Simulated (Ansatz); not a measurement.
**AgRh: how the settings move a single-point run**

How sensitive is a single-point run of AgRh to its settings? A reference run comes first, then one run with altered input.

Method: reference: DFT, LDA, PAW with Ansatz's default frozen-core files, scalar-relativistic, in Ansatz 0.2.0.

**1. The structure to begin with**

Symmetry: P-6m2, No. 187, hexagonal system. The conventional cell has a = 2.778 Å, b = 2.778 Å, c = 4.809 Å, α = 90.00°, β = 90.00°, γ = 120.00°. Ag (site symmetry -6m2) has 6 Ag at 2.78 Å and 6 Rh at 2.89 Å in its first shell of neighbours. Rh (site symmetry -6m2) has 6 Rh at 2.78 Å and 6 Ag at 2.89 Å in its first shell of neighbours.

Coordinates:

```cif
data_structure
_symmetry_space_group_name_H-M 'P-6m2'
_symmetry_Int_Tables_number 187
_cell_length_a 2.7776
_cell_length_b 2.7776
_cell_length_c 4.8086
_cell_angle_alpha 90.000
_cell_angle_beta 90.000
_cell_angle_gamma 120.000
_cell_volume 32.13
loop_
_atom_site_label
_atom_site_type_symbol
_atom_site_symmetry_multiplicity
_atom_site_Wyckoff_symbol
_atom_site_fract_x
_atom_site_fract_y
_atom_site_fract_z
_atom_site_occupancy
Ag1 Ag 1 b 0.00000 0.00000 0.50000 1
Rh1 Rh 1 e 0.66667 0.33333 0.00000 1
```

**2. The reference run**

input.yaml reads:

```yaml
crystal:
  lattice:
    - [2.7775881998, 0.0, 0.0]
    - [-1.3887940999, 2.4054619423, 0.0]
    - [0.0, 0.0, 4.808602]
  atoms:
    - { symbol: Ag, position: [0.0, 0.0, 0.5] }
    - { symbol: Rh, position: [0.6666666667, 0.3333333333, 0.0], spin: 0.3, spin_axis: [1.0, 0.0, 0.0] }
magnetization:
  noncollinear: true
  spin_spiral: { q: [0.0, 0.0, 0.1666666667] }
kpoints:
  mp_grid: { grid: [11, 11, 12] }
scf:
  occupations: { method: fermi_dirac, width: 0.05 }
  lower_state_search: "off"
hamiltonian:
  xc: lda
  pseudopotentials: { kind: paw }
output:
  eigenvalues: false
```

On the command line:

```sh
$ ansatz run input.yaml --threads 2 --pin off --max-ram 5120MiB --backend cpu --events-out ev --progress --plain --runs-dir out
```

**3. Changed: starting moments, lock_directions true**

input.yaml: that of step 2 with these lines changed.

```diff
@@ -7,3 +7,3 @@
     - { symbol: Ag, position: [0.0, 0.0, 0.5] }
-    - { symbol: Rh, position: [0.6666666667, 0.3333333333, 0.0], spin: 0.3, spin_axis: [1.0, 0.0, 0.0] }
+    - { symbol: Rh, position: [0.6666666667, 0.3333333333, 0.0], spin: 0.3, spin_axis: [0.25881905, 0.0, 0.96592583] }
 magnetization:
@@ -11,2 +11,3 @@
   spin_spiral: { q: [0.0, 0.0, 0.1666666667] }
+  spin_locking: { lock_directions: true }
 kpoints:
```

**Question.** What will these runs give? Wanted: for each run, ending; energy change; abs. moment.

**Answer**, as computed:

| run | ending | energy change | abs. moment (μB) | cycles | time |
| --- | --- | --- | --- | --- | --- |
| reference | converged | 0 | 0.25 | 20 | 65 s |
| 1: starting moments, lock_directions true | converged | -0.3 meV/atom | 0.34 | 16 | 7.6 min |

Residual by cycle in the longest SCF loop of each run; runs are numbered as in the table. The quantity is the density residual dr2, in eV.

| cycle | reference | run 1 |
| --- | --- | --- |
| 1 | 3.79 | 3.79 |
| 3 | 0.135 | 0.151 |
| 4 | 0.0704 | 0.0318 |
| 6 | 0.00209 | 5.0e-4 |
| 8 | 5.4e-5 | 1.0e-5 |
| 10 | 6.0e-7 | 6.1e-6 |
| 11 | 2.7e-7 | 1.9e-6 |
| 13 | 7.3e-9 | 2.0e-8 |
| 15 | 5.7e-8 | 4.7e-10 |
| 17 | 5.7e-9 | - |
| 18 | 6.1e-9 | - |
| 20 | 1.2e-10 | - |

Changing the constraint on the moments moves the energy by -0.3 meV/atom, and the absolute moment goes from 0.25 to 0.34 μB. The order is imposed by the input, not reached freely. Cost: 16 SCF cycles against 20, 7.6 min against 65 s.
